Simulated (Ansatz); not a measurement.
# CHCl2F3OSi: one species, many methods

An exercise on one series of results from a longer session: the logs are not shown, and one member is left open.

Computed with Ansatz 0.2.0, Gaussian basis. Level: functionals in def2-TZVPP, the program's frozen cores in correlated methods.

Plan: PBE-D4, r2SCAN-D4, PBE0-D4, B3LYP-D4, ωB97X-V, ωB97M-V, B2PLYP; CCSD(T)/def2-TZVPP; MP2/def2-QZVPP; extrapolation to the limit.

## The geometry

The geometry comes from an earlier relaxation with PBE0-D4 in a triple-zeta def2 set; it is a stationary point, not always the lowest conformer.

SMILES `FC(F)(F)O[SiH](Cl)Cl`, 9 atoms, charge 0, spin multiplicity 1.

Atoms are counted from 1 here; the program's logs count them from 0.

Bond lengths: F1–C2 1.330 Å, C2–F3 1.324 Å, C2–F4 1.341 Å, C2–O5 1.338 Å, O5–Si6 1.654 Å, Si6–Cl7 2.024 Å, Si6–Cl8 2.019 Å, Si6–H9 1.467 Å. Angles: F1–C2–F3 108.2°, F1–C2–F4 107.5°, F1–C2–O5 111.5°, F3–C2–F4 108.0°, F3–C2–O5 109.7°, F4–C2–O5 111.8°, C2–O5–Si6 129.0°, O5–Si6–Cl7 110.1°, O5–Si6–Cl8 104.5°, O5–Si6–H9 110.8°, Cl7–Si6–Cl8 110.9°, Cl7–Si6–H9 109.8°, Cl8–Si6–H9 110.6°.

The first run:

File in.yaml:

```yaml
crystal:
  periodic: [false, false, false]
  atoms:
    - {symbol: F, position_ang: [0.422843, -1.658696, 1.346392]}
    - {symbol: C, position_ang: [0.380858, -0.331075, 1.288815]}
    - {symbol: F, position_ang: [1.234625, 0.148906, 2.179886]}
    - {symbol: F, position_ang: [-0.853771, 0.049229, 1.649573]}
    - {symbol: O, position_ang: [0.701922, 0.116382, 0.069082]}
    - {symbol: Si, position_ang: [-0.288524, 0.432524, -1.217047]}
    - {symbol: Cl, position_ang: [-1.407044, -1.197692, -1.651600]}
    - {symbol: Cl, position_ang: [0.972582, 0.865523, -2.732646]}
    - {symbol: H, position_ang: [-1.163501, 1.574899, -0.932436]}
basis:
  gaussian: {orbitals: def2-TZVPP}
hamiltonian: {xc: pbe, dispersion: d4}
output: {forces: true, orbitals: {seedname: orbitals}}
```

Command:

```sh
> ansatz run in.yaml --threads 2 --pin off --events-out ev --progress --plain --max-ram 22528MiB --backend cuda --devices 0, --max-vram 18GiB
```

Among the steps run: PBE-D4 (GGA); r2SCAN-D4 (meta-GGA); PBE0-D4 (hybrid); B3LYP-D4 (hybrid); ωB97X-V (range-separated); ωB97M-V (range-separated); B2PLYP (double hybrid); CCSD(T) in def2-TZVPP; MP2 in def2-QZVPP.

One of the session's tables, all rows but one given; the rest of the session is left out.

```
            method  atomisation energy (kJ/mol)
            PBE-D4                       3612.8
         r2SCAN-D4                       3527.4
           PBE0-D4                       3494.7
          B3LYP-D4                       3437.2
           ωB97X-V                       3515.1
           ωB97M-V                       3516.9
            B2PLYP                            ?
     HF/def2-TZVPP                       2406.3
    MP2/def2-TZVPP                       3557.8
   CCSD/def2-TZVPP                       3294.5
CCSD(T)/def2-TZVPP                       3375.0
           MP2/CBS                       3677.3
       CCSD(T)/CBS                       3494.5
```

Q: Estimate the row for B2PLYP from the others.

**Answer.** atomisation energy (kJ/mol): 3424.6. In the column «atomisation energy (kJ/mol)» it lies between CCSD(T)/def2-TZVPP (3375.0) and B3LYP-D4 (3437.2).

Caveats from the session: Free atoms (3 F, 1 C, 1 O, 1 Si, 2 Cl, 1 H) were run apart at each level; the atomisation energy is their sum less the molecule, without zero-point or spin-orbit terms.
